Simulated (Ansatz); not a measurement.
Task: a rigid scan of one bond length of CH4ClFSi, SMILES FC[SiH2]Cl, with the Ansatz DFT code, driven from Python. Give the script and its output. Use (for the species named): MP2, 6-31G* basis, multiplicity 1.

```xyz
8

F    -1.1145    1.4589   -0.4897
C     0.0492    0.9547   -0.2118
Si   -0.1736   -0.8307    0.1493
Cl    1.7694   -1.6331    0.5954
H     0.4663    1.5047    0.6196
H     0.7010    1.1443   -1.0762
H    -0.9712   -1.0723    1.3587
H    -0.6344   -1.5836   -1.0010
```

The script, `scan_ch4clfsi.py`:
```python
# -*- coding: utf-8 -*-
from dataclasses import dataclass
import logging
import sys

import ansatz as az
import numpy as np

logging.basicConfig(stream=sys.stdout, format="[%(levelname)s] %(message)s")
logger = logging.getLogger("calc")
logger.setLevel(logging.INFO)


@dataclass(frozen=True)
class Options:
    basis: str = "6-31G*"
    level: str = "MP2"


cfg = Options()

GEOMETRY = """
F    -1.11450    1.45890   -0.48970
C     0.04920    0.95470   -0.21180
Si   -0.17360   -0.83070    0.14930
Cl    1.76940   -1.63310    0.59540
H     0.46630    1.50470    0.61960
H     0.70100    1.14430   -1.07620
H    -0.97120   -1.07230    1.35870
H    -0.63440   -1.58360   -1.00100
"""


def main():
    mol = az.Crystal.molecule()
    for line in GEOMETRY.strip().splitlines():
        symbol, *xyz = line.split()
        mol = mol.atom(symbol, [float(v) for v in xyz])

    symbols = [site.symbol for site in mol.cartesian_sites]
    start = np.array([site.position_ang for site in mol.cartesian_sites])
    axis = (start[2] - start[1]) / np.linalg.norm(start[2] - start[1])
    moving = [2, 3, 6, 7]
    lengths, energies = [1.615, 1.688, 1.762, 1.835, 1.909, 1.982, 2.055, 2.165], []
    for length in lengths:
        xyz = start.copy()
        xyz[moving] += (length - np.linalg.norm(start[2] - start[1])) * axis
        point = az.Crystal.molecule()
        for symbol, place in zip(symbols, xyz):
            point = point.atom(symbol, place.tolist())
        setup = point.calculation().basis(gaussian=cfg.basis).correlation(cfg.level)
        report = setup.run(threads=1, backend="cpu").report
        energies.append(report["free_energy_ev"])
        logger.info(f"r = {length:6.3f} A  E = {energies[-1]:.5f} eV  <S^2> = {abs(report['mean_field']['state']['spin_squared']):.3f}")

    fit = np.polynomial.Polynomial.fit(lengths, np.array(energies) - min(energies), 4).convert()
    roots = [r.real for r in fit.deriv().roots() if abs(r.imag) < 1e-9 and fit.deriv(2)(r.real) > 0]
    r_e = min(roots, key=lambda r: abs(r - lengths[int(np.argmin(energies))]))
    logger.info(f"minimum of the fit at {r_e:.4f} A, force constant {fit.deriv(2)(r_e):.2f} eV/A^2")


if __name__ == "__main__":
    main()
```

`python scan_ch4clfsi.py` gives:
```text
[INFO] r =  1.615 A  E = -24177.70128 eV  <S^2> = 0.000
[INFO] r =  1.688 A  E = -24178.28132 eV  <S^2> = 0.000
[INFO] r =  1.762 A  E = -24178.62857 eV  <S^2> = 0.000
[INFO] r =  1.835 A  E = -24178.79574 eV  <S^2> = 0.000
[INFO] r =  1.909 A  E = -24178.83480 eV  <S^2> = 0.000
[INFO] r =  1.982 A  E = -24178.77968 eV  <S^2> = 0.000
[INFO] r =  2.055 A  E = -24178.65781 eV  <S^2> = 0.000
[INFO] r =  2.165 A  E = -24178.39048 eV  <S^2> = 0.000
[INFO] minimum of the fit at 1.8975 A, force constant 18.05 eV/A^2
```

Reading the output:
- Total energies depend on the basis set; only differences at equal settings carry meaning.
- The rest of the molecule is held rigid at a force-field or estimated start geometry, and the basis set is modest; single-reference methods fail as a bond breaks.
- The orbitals are restricted, so S² is zero by construction.
- S² is that of the Hartree-Fock reference.
- Wall time of the script: 5 s on 1 thread of Intel(R) Xeon(R) 6975P-C (Granite Rapids), on a shared host, peak memory 0.2 GiB.

(A comment or docstring line of the script was reworded after the run, the code is as it ran; lines on the test bed's own set-up are left out of the output.)
